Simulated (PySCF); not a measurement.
# C₂H₆BNO: NMR shifts and electronic excitations at several levels of theory, part 2 of 2

PySCF 2.14.0. Atoms count from 0. Earlier steps stand in the parts before.

## Step 9: NMR shieldings: PBE0/IGLO-III

Job settings and geometry (Å):

```
{"job": {"kind": "nmr", "xc": "PBE0", "basis": "IGLO-III", "pop": true}, "charge": 0, "multiplicity": 1}
C     -2.276940     0.272728     0.344552
C     -0.889173     0.003636     0.034308
N      0.209623    -0.211425    -0.229350
B      1.793285    -0.470502    -0.630712
O      2.488717     0.754760    -0.484992
H     -2.925702    -0.245957    -0.375925
H     -2.466801     1.353847     0.280882
H     -2.515191    -0.075340     1.359776
H      1.658320    -0.832073    -1.795823
H      2.075578    -1.392453     0.137328
H      2.886260     0.818392     0.385307
```

Method: GIAO PBE0/IGLO-III NMR shielding, non-relativistic, gas phase.

The program printed:

```text
coarse grid: 9128 points
cycle   1  E = -234.3443826527  dE =  5.005e-01  |g| = 7.847e-01  |ddm| = 2.162e+00
cycle   2  E = -233.9757208787  dE =  3.687e-01  |g| = 1.554e+00  |ddm| = 1.737e+00
cycle   3  E = -234.4714779196  dE = -4.958e-01  |g| = 1.482e-01  |ddm| = 1.372e+00
cycle   4  E = -234.4724544711  dE = -9.766e-04  |g| = 1.381e-01  |ddm| = 1.016e-01
cycle   5  E = -234.4761398158  dE = -3.685e-03  |g| = 2.980e-02  |ddm| = 5.972e-02
cycle   6  E = -234.4763300958  dE = -1.903e-04  |g| = 4.568e-03  |ddm| = 1.644e-02
cycle   7  E = -234.4763347311  dE = -4.635e-06  |g| = 1.159e-03  |ddm| = 3.365e-03
final grid: 88056 points
cycle   8  E = -234.4762246582  dE = -8.413e-05  |g| = 6.158e-03  |ddm| = 9.587e-02
cycle   9  E = -234.4762222597  dE =  2.399e-06  |g| = 6.950e-03  |ddm| = 6.722e-03
cycle  10  E = -234.4762318963  dE = -9.637e-06  |g| = 1.969e-03  |ddm| = 3.611e-03
cycle  11  E = -234.4762326220  dE = -7.257e-07  |g| = 5.665e-04  |ddm| = 1.007e-03
cycle  12  E = -234.4762326721  dE = -5.010e-08  |g| = 2.719e-04  |ddm| = 3.105e-04
cycle  13  E = -234.4762326858  dE = -1.368e-08  |g| = 3.044e-05  |ddm| = 1.366e-04
cycle  14  E = -234.4762326860  dE = -1.971e-10  |g| = 6.991e-06  |ddm| = 2.068e-05
converged SCF energy = -234.4762326860

GIAO shielding tensors (ppm)
atom      isotropic    diamagn.    paramagn.     s11        s22        s33       span
  0 C      183.056     245.696     -62.639    174.667    175.941    198.562     23.895
  1 C       65.363     258.658    -193.295    -28.454    -24.205    248.749    277.203
  2 N       11.909     329.786    -317.877   -153.891   -142.250    331.869    485.761
  3 B      106.525     189.247     -82.722     90.870    106.134    122.570     31.700
  4 O      297.763     384.360     -86.597    271.602    284.031    337.655     66.053
  5 H       29.237      26.742       2.495     24.589     27.186     35.936     11.347
  6 H       29.195      27.273       1.922     24.596     27.337     35.652     11.056
  7 H       29.312      27.335       1.977     24.612     27.225     36.098     11.486
  8 H       27.904      29.379      -1.475     24.757     29.076     29.879      5.122
  9 H       27.790      30.319      -2.529     24.664     28.799     29.907      5.243
 10 H       31.281      30.918       0.363     23.872     27.392     42.579     18.707
```

Wall time 31 s (1 thread of Arm Neoverse N1, shared host); peak memory 0.97 GiB.

Key values: δ C1 118.4, C0 0.7, N2 248.6, B3 -6.6, H8 3.53, H5 2.13 ppm (means over like atoms).

## Step 10: NMR shieldings: PBE0/pcSseg-0

The job, as its differences from that of step 9:

```diff
@@ -1,2 +1,2 @@
-{"job": {"kind": "nmr", "xc": "PBE0", "basis": "IGLO-III", "pop": true}, "charge": 0, "multiplicity": 1}
+{"job": {"kind": "nmr", "xc": "PBE0", "basis": "pcSseg-0", "pop": true}, "charge": 0, "multiplicity": 1}
 C     -2.276940     0.272728     0.344552
```

Level: GIAO PBE0/pcSseg-0 NMR shielding, non-relativistic, gas phase.

The program printed:

```text
coarse grid: 9128 points
cycle   1  E = -233.7565568625  dE =  4.854e-01  |g| = 6.931e-01  |ddm| = 3.198e+00
cycle   2  E = -233.4776206523  dE =  2.789e-01  |g| = 1.334e+00  |ddm| = 2.368e+00
cycle   3  E = -233.8630541786  dE = -3.854e-01  |g| = 1.303e-01  |ddm| = 1.681e+00
cycle   4  E = -233.8635408596  dE = -4.867e-04  |g| = 1.278e-01  |ddm| = 2.003e-01
cycle   5  E = -233.8668484768  dE = -3.308e-03  |g| = 1.797e-02  |ddm| = 1.068e-01
cycle   6  E = -233.8669298751  dE = -8.140e-05  |g| = 3.652e-03  |ddm| = 2.294e-02
cycle   7  E = -233.8669334719  dE = -3.597e-06  |g| = 8.985e-04  |ddm| = 4.805e-03
final grid: 88056 points
cycle   8  E = -233.8349121741  dE = -1.712e-05  |g| = 4.288e-03  |ddm| = 1.945e-02
cycle   9  E = -233.8349051546  dE =  7.019e-06  |g| = 7.226e-03  |ddm| = 9.879e-03
cycle  10  E = -233.8349159605  dE = -1.081e-05  |g| = 1.842e-03  |ddm| = 6.633e-03
cycle  11  E = -233.8349167012  dE = -7.408e-07  |g| = 1.208e-04  |ddm| = 1.435e-03
cycle  12  E = -233.8349167041  dE = -2.873e-09  |g| = 6.247e-05  |ddm| = 2.179e-04
cycle  13  E = -233.8349167049  dE = -8.660e-10  |g| = 2.001e-05  |ddm| = 7.863e-05
converged SCF energy = -233.8349167049

GIAO shielding tensors (ppm)
atom      isotropic    diamagn.    paramagn.     s11        s22        s33       span
  0 C      188.384     239.109     -50.725    178.251    179.514    207.387     29.136
  1 C       69.102     283.428    -214.326    -21.461    -18.497    247.264    268.725
  2 N       16.128     344.203    -328.075   -152.702   -132.931    334.016    486.719
  3 B      111.660     186.450     -74.790     95.653    112.995    126.331     30.678
  4 O      310.571     387.893     -77.322    262.440    310.232    359.042     96.602
  5 H       30.440      25.653       4.786     25.552     28.614     37.153     11.601
  6 H       30.391      25.747       4.644     25.549     28.725     36.899     11.351
  7 H       30.524      25.795       4.729     25.595     28.743     37.234     11.639
  8 H       28.010      28.641      -0.631     24.176     28.955     30.900      6.724
  9 H       28.353      29.417      -1.064     24.632     29.612     30.817      6.185
 10 H       32.595      29.788       2.806     26.142     28.779     42.863     16.721
```

Wall time 6 s (1 thread of Arm Neoverse N1, shared host); peak memory 0.47 GiB.

This run: δ C1 124.4, C0 5.1, N2 249.9, B3 -6.8, H8 4.65, H5 2.38 ppm (means over like atoms).

## Step 11: TDDFT and polarisability: HF/def2-SVPD

The job, as its differences from that of step 10:

```diff
@@ -1,2 +1,2 @@
-{"job": {"kind": "nmr", "xc": "PBE0", "basis": "pcSseg-0", "pop": true}, "charge": 0, "multiplicity": 1}
+{"job": {"kind": "uv", "xc": "HF", "basis": "def2-SVPD", "ip": true}, "charge": 0, "multiplicity": 1}
 C     -2.276940     0.272728     0.344552
```

With the program's defaults for keys left out, this is: TDDFT HF/def2-SVPD, vertical, gas phase, core orbitals frozen in the response.

The program printed:

```text
final grid: 88056 points
cycle   1  E = -232.9323701471  dE =  7.084e-01  |g| = 6.934e-01  |ddm| = 4.333e+00
cycle   2  E = -233.0261625992  dE = -9.379e-02  |g| = 4.714e-01  |ddm| = 1.731e+00
cycle   3  E = -233.0704007609  dE = -4.424e-02  |g| = 8.865e-02  |ddm| = 8.904e-01
cycle   4  E = -233.0727248942  dE = -2.324e-03  |g| = 4.326e-02  |ddm| = 2.085e-01
cycle   5  E = -233.0731476895  dE = -4.228e-04  |g| = 8.282e-03  |ddm| = 7.779e-02
cycle   6  E = -233.0731715098  dE = -2.382e-05  |g| = 3.082e-03  |ddm| = 1.637e-02
cycle   7  E = -233.0731748371  dE = -3.327e-06  |g| = 6.473e-04  |ddm| = 1.051e-02
cycle   8  E = -233.0731749934  dE = -1.563e-07  |g| = 1.292e-04  |ddm| = 2.000e-03
cycle   9  E = -233.0731750003  dE = -6.894e-09  |g| = 2.117e-05  |ddm| = 4.724e-04
cycle  10  E = -233.0731750006  dE = -3.468e-10  |g| = 8.621e-06  |ddm| = 5.807e-05
converged SCF energy = -233.0731750006

Static polarisability (au): isotropic 49.954, principal 40.868 42.313 66.680

Singlet excitations
state   eV       nm        f      main configurations
  1   6.9066    179.5   0.00062   H->L+2 0.17, H-3->L+2 0.11
  2   7.5763    163.6   0.02125   H->L+3 0.23, H-3->L+3 0.14, H-2->L+2 0.08
  3   7.6492    162.1   0.00224   H-2->L+3 0.28, H-4->L+3 0.18, H-3->L+3 0.09
  4   8.0957    153.1   0.02829   H->L 0.49, H->L+1 0.35
  5   8.6582    143.2   0.00667   H-1->L+1 0.40, H-1->L+5 0.15, H-1->L+2 0.12
  6   8.8814    139.6   0.00747   H->L+2 0.22, H->L 0.17, H->L+1 0.16
  7   9.3902    132.0   0.09169   H->L+5 0.40, H->L+4 0.17, H->L+1 0.09
  8   9.5500    129.8   0.39318   H->L+3 0.48, H->L+6 0.10
  9   9.6763    128.1   0.01589   H-1->L+2 0.37, H-1->L+4 0.16, H-1->L 0.08
 10   9.7691    126.9   0.04741   H-1->L+3 0.28, H->L+2 0.09

Triplet excitations (Tamm-Dancoff, eV): 5.5084 6.4552 6.5156 7.4193
Vertical ionisation energy (delta-SCF) = 9.2061 eV
```

Run time: 11 s. Hardware: 1 thread of Arm Neoverse N1, shared host; peak memory 0.64 GiB.

The orbitals next to the gap, with their largest atomic shares:

| orbital | eV | atoms |
| --- | --- | --- |
| HOMO−3 | -14.37 | N2 33 %, O4 26 %, C1 20 % |
| HOMO−2 | -13.18 | O4 37 %, N2 18 %, B3 16 % |
| HOMO−1 | -11.71 | O4 58 %, B3 16 %, H9 8 % |
| HOMO | -10.46 | B3 32 %, H8 20 %, H9 19 % |
| LUMO | 1.66 | C0 38 %, C1 21 %, B3 12 % |
| LUMO+1 | 2.76 | B3 49 %, C0 10 %, O4 9 % |
| LUMO+2 | 3.37 | C1 27 %, H6 18 %, C0 15 % |

With each of the 10 states as a Gaussian band of 0.4 eV half-width at 1/e, the curve within the window shown has maxima at 156 nm (ε 1,400), 130 nm (ε 21,000) L/(mol cm). Beyond the last state computed it falls off for lack of states. The curve at chosen wavelengths:

nm, ε (L/mol/cm) and a bar:
```
      123       4502 #######
      126      13310 ###################
      129      20715 ##############################
      132      18298 ##########################
      135       9961 ##############
      138       3801 ######
      141       1384 ##
      143        901 #
      146        824 #
      149       1058 ##
      152       1319 ##
      155       1426 ##
      158       1395 ##
      161       1298 ##
      164       1128 ##
      167        871 #
      170        580 #
      173        335 
      176        174 
      178        110 
      181         57 
      184         31 
      187         18 
      190         11 
      193          6 
      196          3
```

Ground-state properties from the same run:

| property | computed |
| --- | --- |
| dipole moment (D) | 8.23 |
| polarisability (Å³) | 7.40 |
| HOMO–LUMO gap (eV) | 12.12 |
| −ε(HOMO) (eV) | 10.46 |

## Step 12: Comparing the runs: NMR shifts

Shifts (ppm) of some atoms, chosen among heavy atoms and hydrogens apart, means over like atoms, with basis size and wall time:

| run | C1 | C0 | H8 | H5 | N2 | B3 | O4 | functions | time |
| --- | --- | --- | --- | --- | --- | --- | --- | --- | --- |
| PBE0/6-31G* | 103.6 | 1.5 | 3.62 | 1.98 | 214.4 | -6.2 | 15.1 | 82 | 8.7 s |
| PBE0/6-311+G(2d,p) | 115.6 | 0.3 | 3.60 | 2.07 | 242.0 | -8.1 | 27.8 | 171 | 20 s |
| PBE0/def2-SVP | 108.1 | -0.8 | 3.35 | 1.94 | 231.8 | -6.9 | 24.4 | 100 | 10 s |
| PBE0/def2-TZVP | 116.8 | 1.2 | 3.59 | 2.06 | 248.0 | -7.7 | 30.5 | 191 | 24 s |
| PBE0/cc-pVDZ | 110.1 | 1.5 | 3.41 | 1.99 | 233.5 | -5.3 | 26.7 | 100 | 11 s |
| PBE0/cc-pVTZ | 115.1 | 0.7 | 3.46 | 2.10 | 245.6 | -7.9 | 30.6 | 234 | 32 s |
| PBE0/aug-cc-pVDZ | 113.6 | 1.8 | 3.64 | 2.14 | 230.8 | -6.0 | 29.3 | 169 | 21 s |
| PBE0/IGLO-III | 118.4 | 0.7 | 3.53 | 2.13 | 248.6 | -6.6 | 29.4 | 235 | 31 s |
| PBE0/pcSseg-0 | 124.4 | 5.1 | 4.65 | 2.38 | 249.9 | -6.8 | 27.3 | 57 | 6 s |

## Step 13: Outcome

The summary covers parts 1 to 2.

| quantity | value |
| --- | --- |
| 13C shifts against TMS (PBE0/6-31G*) | 103.6, 1.5 ppm |
| 1H shifts against TMS (PBE0/6-31G*, means over atoms taken as alike) | 3.62, 1.98, -0.01 ppm |
| 15N shifts against NH3 (PBE0/6-31G*) | 214.4 ppm |
| 11B shifts against BF3·OEt2 (PBE0/6-31G*) | -6.2 ppm |
| 17O shifts against H2O (PBE0/6-31G*) | 15.1 ppm |
| lowest singlet (HF/def2-SVPD) | 6.91 eV (180 nm), f = 0.001 |
| brightest single state of those computed | state 8, 9.55 eV, f = 0.393 |
| lowest triplet | 5.51 eV |
| vertical ionisation energy (ΔSCF) | 9.21 eV |
| range of the shift of N2 | 214.4 to 249.9 ppm |

In words: Single values in the summary come from the first sound run of each kind (PBE0/6-31G*; HF/def2-SVPD), which need not be the best level. At PBE0/6-31G*: Shielding is most anisotropic at N2 (span 438 ppm, paramagnetic term -281 ppm). The first singlet state (HOMO→LUMO+2 0.17, HOMO−3→LUMO+2 0.11) lies at 6.91 eV and is dark; of the 10 states computed, the strongest absorption comes from state 8 at 9.55 eV. The lowest triplet lies 1.40 eV below the lowest singlet (triplets in Tamm-Dancoff, singlets in full TDDFT). At HF/def2-SVPD, the highest states lie near or above the ionisation energy, where they hang on the basis. ΔSCF puts the ionisation energy at 9.21 eV, 1.26 eV below −ε(HOMO). In ppm, N2 moves most: its shift spreads over 35.5 ppm, from 214.4 (PBE0/6-31G*) to 249.9 (PBE0/pcSseg-0). The geometry optimisation behind these runs did not converge, so the values belong to an unrelaxed structure.
